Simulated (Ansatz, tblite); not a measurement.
**The cluster Cd8Te9−: rung by rung**

An exercise on one series of results from a longer session: the logs are not shown, and one member is left open.

Method: as each input shows; program: Ansatz 0.2.0, Gaussian basis.

Levels to be run: GFN1-xTB, GFN2-xTB, PBE-D4/def2-SVP, r2SCAN-D4/def2-SVP, BLYP-D4/def2-SVP, r2SCAN-D4/def2-mTZVP.

7 further runs of the same task are left out: 6 for a known fault of the program, 1 that didn't finish.

### The structure

The geometry is that of the doublet, from an earlier relaxation (PBE-D4/def2-SVP). At that level it is the lowest of the isomers that a small search found.

17 atoms, charge -1, spin multiplicity 2.

Bond lengths: Cd1–Te10 2.702 Å, Cd1–Te13 3.371 Å, Cd1–Te16 2.690 Å, Cd2–Te11 2.844 Å, Cd3–Te12 2.685 Å, Cd3–Te15 2.671 Å, Cd4–Te10 2.736 Å, Cd4–Te13 3.037 Å, Cd4–Te14 2.698 Å, Cd5–Te11 2.701 Å, Cd5–Te14 2.689 Å, Cd6–Te9 2.933 Å, Cd6–Te13 3.070 Å, Cd6–Te15 2.948 Å, Cd6–Te16 2.716 Å, Cd7–Te12 2.702 Å, Cd7–Te17 2.649 Å, Cd8–Te9 2.841 Å and more. Angles: Te10–Cd1–Te13 79.3°, Te10–Cd1–Te16 172.0°, Te13–Cd1–Te16 107.5°, Te12–Cd3–Te15 163.7°, Te10–Cd4–Te13 85.1°, Te10–Cd4–Te14 162.4°, Te13–Cd4–Te14 112.4°, Te11–Cd5–Te14 160.8°, Te9–Cd6–Te13 57.3°, Te9–Cd6–Te15 95.3°, Te9–Cd6–Te16 140.4°, Te13–Cd6–Te15 85.9°, Te13–Cd6–Te16 115.8°, Te15–Cd6–Te16 124.0°, Te12–Cd7–Te17 167.6°, Te9–Cd8–Te15 99.2°, Te9–Cd8–Te17 121.6°, Te15–Cd8–Te17 136.9° and more.

Cd, Te take a core potential in the def2 sets. No spin-orbit coupling is included. The ion is computed in the gas phase, without counter-ions or solvent.

PBE0-D4/def2-SVP was run before; its log isn't repeated, and its numbers join the tables.

Set-up of the first run:

Tight binding, by tblite at 300 K electronic temperature and without a spin-polarisation term:

```python
tblite.interface.Calculator('GFN1-xTB', numbers, positions, charge=-1, uhf=1).singlepoint()
```

Tight binding, by tblite at 300 K electronic temperature and without a spin-polarisation term:

```python
tblite.interface.Calculator('GFN2-xTB', numbers, positions, charge=-1, uhf=1).singlepoint()
```

start.molden holds the orbitals of an earlier run on this state, given as this run's starting guess.

Contents of in.yaml:

```yaml
crystal:
  periodic: [false, false, false]
  atoms:
    - {symbol: Cd, position_ang: [3.176997, -2.490965, -0.311052]}
    - {symbol: Cd, position_ang: [2.574226, 6.614378, 1.250855]}
    - {symbol: Cd, position_ang: [-3.580656, -3.530712, 0.913205]}
    - {symbol: Cd, position_ang: [4.364059, 0.688695, -0.482313]}
    - {symbol: Cd, position_ang: [2.189059, 3.366970, -0.738945]}
    - {symbol: Cd, position_ang: [0.013252, -1.759824, -0.679797]}
    - {symbol: Cd, position_ang: [-5.900104, -1.538219, -0.053440]}
    - {symbol: Cd, position_ang: [-2.702333, 0.150042, 0.588347]}
    - {symbol: Te, position_ang: [-0.453511, 1.131003, -0.843976]}
    - {symbol: Te, position_ang: [5.213639, -1.389075, 1.082004]}
    - {symbol: Te, position_ang: [0.433600, 4.821960, 0.708262]}
    - {symbol: Te, position_ang: [-5.995976, -4.238724, -0.021459]}
    - {symbol: Te, position_ang: [1.683955, 0.283727, 0.887724]}
    - {symbol: Te, position_ang: [4.319242, 2.726371, -2.250382]}
    - {symbol: Te, position_ang: [-1.493147, -2.136616, 1.826243]}
    - {symbol: Te, position_ang: [1.413255, -3.728587, -1.921477]}
    - {symbol: Te, position_ang: [-5.255540, 1.029606, 0.046201]}
basis:
  gaussian: {orbitals: def2-SVP, fitting: {mean_field: def2-universal-jkfit}, initial_orbitals: start.molden}
total_charge: -1
magnetization: {spin_polarized: true, initial_magnetization: 1}
hamiltonian: {xc: pbe, dispersion: d4}
scf: {omitted_lower_state_checks: [starts]}
output: {forces: true, orbitals: {seedname: orbitals}}
```

Command:

```sh
$ ansatz run in.yaml --threads 2 --pin off --events-out ev --progress --plain --max-ram 22528MiB --backend cuda --devices 0, --max-vram 18GiB
```

Among the steps run: PBE-D4/def2-SVP; r2SCAN-D4/def2-SVP; BLYP-D4/def2-SVP; r2SCAN-D4/def2-mTZVP.

One table of the session follows, with a row left open; its other results are not shown here.

```
               level  HOMO (eV)  LUMO (eV)  gap (eV)
     PBE-D4/def2-SVP      -2.43      -1.82      0.61
    BLYP-D4/def2-SVP      -2.19      -1.72      0.47
  r2SCAN-D4/def2-SVP          ?          ?         ?
r2SCAN-D4/def2-mTZVP      -2.74      -1.66      1.07
    PBE0-D4/def2-SVP      -3.30      -1.16      2.14
```

Q: Estimate the row for r2SCAN-D4/def2-SVP from the others.

The run gave: HOMO (eV): -2.72; LUMO (eV): -1.66; gap (eV): 1.06. In the column «HOMO (eV)» it lies between r2SCAN-D4/def2-mTZVP (-2.74) and PBE-D4/def2-SVP (-2.43).
